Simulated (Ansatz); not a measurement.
**CH₅FGe: small, medium and large basis sets**

Aim: see how fast density functionals converge with the basis set for CH₅FGe.

Method: one geometry, several basis sets; program: Ansatz 0.2.0, Gaussian basis.

Plan: PBE0-D4/def2-SVP; ωB97M-V/def2-SVP; PBE0-D4/def2-QZVPP; ωB97M-V/def2-QZVPP; the functionals' def2-TZVPP values are taken from earlier runs.

**1. Structure used throughout**

An earlier PBE0-D4 in a triple-zeta def2 set relaxation fixed the geometry.

SMILES `F[CH2][GeH3]`, 8 atoms, charge 0, spin multiplicity 1.

Atoms are counted from 1 here; the program's logs count them from 0.

Bond lengths: F1–C2 1.386 Å, C2–Ge3 1.975 Å, C2–H4 1.094 Å, C2–H5 1.094 Å, Ge3–H6 1.535 Å, Ge3–H7 1.539 Å, Ge3–H8 1.535 Å. Angles: F1–C2–Ge3 110.3°, F1–C2–H4 108.3°, F1–C2–H5 108.3°, Ge3–C2–H4 110.7°, Ge3–C2–H5 110.7°, H4–C2–H5 108.5°, C2–Ge3–H6 109.6°, C2–Ge3–H7 108.3°, C2–Ge3–H8 109.6°, H6–Ge3–H7 109.7°, H6–Ge3–H8 109.9°, H7–Ge3–H8 109.7°.

Geometry (Å):

```
F    -1.1753    1.3739   -0.7466
C    -0.5595    0.1356   -0.8409
Ge    0.5619   -0.1946    0.7510
H     0.0476    0.1219   -1.7504
H    -1.3364   -0.6287   -0.9311
H    -0.3133   -0.1733    2.0120
H     1.2192   -1.5775    0.5996
H     1.6479    0.8858    0.8505
```

**2. PBE0-D4 in def2-SVP**

in.yaml

```yaml
crystal:
  periodic: [false, false, false]
  atoms:
    - {symbol: F, position_ang: [-1.175267, 1.373864, -0.746612]}
    - {symbol: C, position_ang: [-0.559500, 0.135560, -0.840887]}
    - {symbol: Ge, position_ang: [0.561883, -0.194622, 0.750993]}
    - {symbol: H, position_ang: [0.047571, 0.121887, -1.750373]}
    - {symbol: H, position_ang: [-1.336427, -0.628728, -0.931062]}
    - {symbol: H, position_ang: [-0.313268, -0.173341, 2.012016]}
    - {symbol: H, position_ang: [1.219151, -1.577516, 0.599631]}
    - {symbol: H, position_ang: [1.647858, 0.885797, 0.850494]}
basis:
  gaussian: {orbitals: def2-SVP}
hamiltonian: {xc: pbe0, dispersion: d4}
output: {orbitals: {seedname: orbitals}}
```

The run is started by

```console
> ansatz run in.yaml --threads 2 --pin off --events-out ev --progress --plain --max-ram 4352MiB
```

After this run come: ωB97M-V in def2-SVP; PBE0-D4 in def2-QZVPP; ωB97M-V in def2-QZVPP.

Before running them: what should the planned runs give, taken together? Wanted: PBE0-D4: double and triple zeta above quadruple; ωB97M-V: double and triple zeta above quadruple.

The runs gave:

| quantity | value |
| --- | --- |
| PBE0-D4: double and triple zeta above quadruple | 13.19, 1.44 eV |
| ωB97M-V: double and triple zeta above quadruple | 13.30, 1.41 eV |

**Reading.** PBE0-D4 gains 11.75 eV from double to triple zeta, then 1.44 eV more. Total energies overstate the basis error of differences, where much of it tends to cancel. The LUMO of ωB97M-V is positive and keeps falling with the basis (2.82 to 1.63 eV): an unbound level that the basis holds in place.
